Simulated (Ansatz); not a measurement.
# TiAl: the cost of one run

Computed with Ansatz 0.2.0 (DFT r2SCAN, scalar-relativistic, plane waves, PAW, unless a step's input says otherwise).

2 further runs of the same task are left out: 2 set aside as unsound or not needed.

## (1) The system as given

The structure is cubic, space group Pm-3m (No. 221). The conventional cell has a = 3.171 Å, b = 3.171 Å, c = 3.171 Å, α = 90.00°, β = 90.00°, γ = 90.00°. Ti (site symmetry m-3m) is surrounded by 8 Al at 2.75 Å. Al (site symmetry m-3m) is surrounded by 8 Ti at 2.75 Å.

As a file:

```
Ti Al
1.0
     3.17135    0.00000    0.00000
     0.00000    3.17135    0.00000
     0.00000    0.00000    3.17135
Ti Al
1 1
Direct
  0.00000 0.00000 0.00000
  0.50000 0.50000 0.50000
```

It goes back to an entry of the Materials Project, which need not be the stable form.

This cell was relaxed beforehand with the same method: volume 15.95 Å³/atom, gap on the mesh none (metal).

## (2) The undisturbed cell

input.yaml

```yaml
crystal:
  lattice:
    - [3.1713456453, 0.0, 0.0]
    - [0.0, 3.1713456453, 0.0]
    - [0.0, 0.0, 3.1713456453]
  atoms:
    - { symbol: Ti, position: [0.0, 0.0, 0.0] }
    - { symbol: Al, position: [0.5, 0.5, 0.5] }
basis:
  ecutwfc: 500
kpoints:
  mp_grid: { grid: [20, 20, 20] }
hamiltonian:
  xc: r2scan
scf:
  occupations: { method: gaussian, width: 0.15 }
output:
  forces: true
  stress: true
  eigenvalues: true
```

Run with:

```
ansatz run input.yaml --threads 2 --pin off --max-ram 5120MiB --backend cpu --events-out ev --progress --plain --runs-dir out
```

**Question.** How long does this run take on 2 threads of Intel Xeon at 2.50GHz (Skylake/Cascade Lake), shared host, and how much memory does it need?

About 13 s, with a peak of 0.5 GiB.
